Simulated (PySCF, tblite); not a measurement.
# C7H15B: geometry, infrared bands, NMR shifts, electronic excitations and core binding energies

Wanted: the infrared bands, NMR shifts, electronic excitations and core binding energies of C7H15B (`BC1CCCCCC1`), by calculation.

The runs use tblite 0.8.0 and PySCF 2.14.0, with density-fitted response routines of our own; the level of theory stands in each step. All values are computed, except where a source is named. Atoms count from 0, in the outputs and in this text.

**1. The starting structure**

23 atoms, charge 0, multiplicity 1; geometry from: force field or distance geometry start.

Bonds of the start (Å): B0–C1 1.58, C1–C2 1.49, C2–C3 1.53, C3–C4 1.52, C4–C5 1.49, C5–C6 1.50, C6–C7 1.50, C7–C1 1.49, B0–H8 1.19, B0–H9 1.19, C1–H10 1.12, C2–H11 1.10, C2–H12 1.11, C3–H13 1.12, C3–H14 1.10, C4–H15 1.12, C4–H16 1.11, C5–H17 1.12, C5–H18 1.12, C6–H19 1.13, C6–H20 1.10, C7–H21 1.12, C7–H22 1.12.

**2. Geometry optimisation with GFN2-xTB**

Job settings and geometry (Å):

```
{"job": {"kind": "relax", "xc": "GFN2-xTB", "basis": "xTB"}, "charge": 0, "multiplicity": 1}
B      2.442100     1.148100     0.470100
C      1.046300     0.438700     0.240700
C      0.203400     1.239400    -0.694400
C     -1.170200     1.302000    -0.023500
C     -1.872000    -0.033500    -0.173100
C     -1.215100    -1.174800     0.528500
C     -0.059100    -1.788500    -0.199900
C      1.162400    -0.933300    -0.332300
H      2.481800     2.316700     0.276200
H      3.109500     0.722400     1.355900
H      0.562400     0.365100     1.246100
H      0.551400     2.277200    -0.816200
H      0.103500     0.712400    -1.668000
H     -1.075200     1.605300     1.049700
H     -1.736800     2.088700    -0.551300
H     -2.879800     0.101400     0.304800
H     -2.064000    -0.216200    -1.246700
H     -0.982700    -0.930100     1.592800
H     -1.993500    -1.970200     0.620700
H      0.257700    -2.679500     0.419400
H     -0.328700    -2.218400    -1.180600
H      1.435400    -0.925500    -1.419100
H      2.016300    -1.420500     0.210200
```

Launch:

```
$ OMP_NUM_THREADS=1 python probes_run.py task.json out
```

This one command runs all jobs of the session in turn.

**Question.** This job is followed by: GFN2-xTB harmonic vibrations, gas phase; PBE0-D3(BJ)/def2-SVP geometry optimisation, gas phase; GIAO PBE0/pcSseg-1 NMR shielding, non-relativistic, gas phase; TDDFT wB97X-D/def2-SVPD, vertical, gas phase, core orbitals frozen in the response; GIAO wB97X-D/pcSseg-1 NMR shielding, non-relativistic, gas phase; delta-SCF UKS SCAN, pcX-2 on the ionised atom, pcseg-1 elsewhere, spin-free X2C. Predict these results of the whole session: strongest single infrared mode (GFN2-xTB); zero-point energy (GFN2-xTB); point group; rotational constants (main isotopes); ¹³C shifts against TMS (PBE0/pcSseg-1, means over atoms taken as alike); ¹H shifts against TMS (PBE0/pcSseg-1, means over atoms taken as alike); ¹¹B shifts against BF3·OEt2 (PBE0/pcSseg-1); surface potential, 1st and 99th percentile; lowest singlet (wB97X-D/def2-SVPD); brightest single state of those computed; lowest triplet; vertical ionisation energy (ΔSCF); C1s binding energies, SCAN/pcX-2; range of the shift of B0.

The runs gave:

| quantity | value |
| --- | --- |
| strongest single infrared mode (GFN2-xTB) | 2671 cm⁻¹, 141 km/mol |
| zero-point energy (GFN2-xTB) | 129.5 kcal/mol |
| point group | C1 |
| rotational constants (main isotopes) | 2.86, 1.77, 1.23 GHz |
| ¹³C shifts against TMS (PBE0/pcSseg-1, means over atoms taken as alike) | 58.5, 33.6, 33.0, 31.2 ppm |
| ¹H shifts against TMS (PBE0/pcSseg-1, means over atoms taken as alike) | 7.37, 2.14, 1.71, 1.58, 1.49, 1.45, 1.38, 0.19 ppm |
| ¹¹B shifts against BF3·OEt2 (PBE0/pcSseg-1) | 85.9 ppm |
| surface potential, 1st and 99th percentile | -0.42 V and 1.07 V |
| lowest singlet (wB97X-D/def2-SVPD) | 5.69 eV (218 nm), f = 0.007 |
| brightest single state of those computed | state 4, 7.38 eV, f = 0.035 |
| lowest triplet | 5.19 eV |
| vertical ionisation energy (ΔSCF) | 10.02 eV |
| C1s binding energies, SCAN/pcX-2 | C4 290.28, C3 290.27, C2 290.27, C1 290.01 eV |
| range of the shift of B0 | 81.6 to 85.9 ppm |

In words: Relaxing lowered the energy by 0.911 eV in 106 steps; the close pair that moved most is C1–C7, from 1.491 to 1.540 Å (GFN2-xTB). All 63 modes are real, so the xTB geometry is a minimum. The strongest single mode, at 2671 cm⁻¹, moves mainly H8 and H9. GFN2-xTB is a fitted tight-binding method: band positions and strengths are rough. Its intensities can rank the bands wrongly. Over 6 steps the energy fell by 0.253 eV; of the close pairs, B0–H9 changed most, 1.141 to 1.213 Å (PBE0/def2-SVP). No frequency check was run at this level, so the end point may be a saddle. At PBE0/pcSseg-1: Shielding is most anisotropic at B0 (span 168 ppm, paramagnetic term -176 ppm). At PBE0/pcSseg-1, counted by nearest atom on the grid, the HOMO lies on C1 22 %; B0 16 %, the LUMO on B0 49 %; H8, H9 about 15 % each. The lowest singlet, at 5.69 eV, is HOMO→LUMO 0.86 and is weak; of the 10 states computed, the strongest absorption comes from state 4 at 7.38 eV. The lowest triplet lies 0.50 eV below the lowest singlet (triplets in Tamm-Dancoff, singlets in full TDDFT). The orbital energy would give 9.90 eV for ionisation, ΔSCF gives 10.02 eV. C4 (sp3 CH2 in a ring) binds its C1s electron 0.27 eV more tightly than C1 (sp3 CH bonded to B). In ppm, B0 moves most: its shift spreads over 4.3 ppm, from 81.6 (wB97X-D/pcSseg-1) to 85.9 (PBE0/pcSseg-1).
